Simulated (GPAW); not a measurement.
BPd4:

```
Pd B
1.0
     2.89203    0.00000    0.00000
     0.00000    4.36501    0.00000
     0.00000    0.00000    5.85632
Pd B
4 1
Direct
  0.50000 0.00000 0.19758
  0.00000 0.00000 0.61947
  0.00000 0.50000 0.32916
  0.50000 0.50000 0.86756
  0.50000 0.00000 0.86323
```

The cell comes from a database or a generator and needn't be the stable form of this composition.

Base run:

```yaml
Program: GPAW 26.7.0
Functional: LDA
Potentials_or_basis: the program's PAW data sets (release 1.2.1) made for this functional
Cutoff: 800 eV
Basis: pw
k_mesh: 7 × 5 × 4
Occupations: fermi-dirac, width 0.05 eV
Spin: no spin polarisation
```

Its results: pressure -13.2 GPa; largest force 0.258 eV/Å.

Q: The run is repeated on the same cell with these changes: functional from LDA to revPBE. What comes out?

A: Pressure 2.1 GPa; largest force 0.170 eV/Å.

revPBE binds less tightly than LDA, so the same cell stands under more pressure.
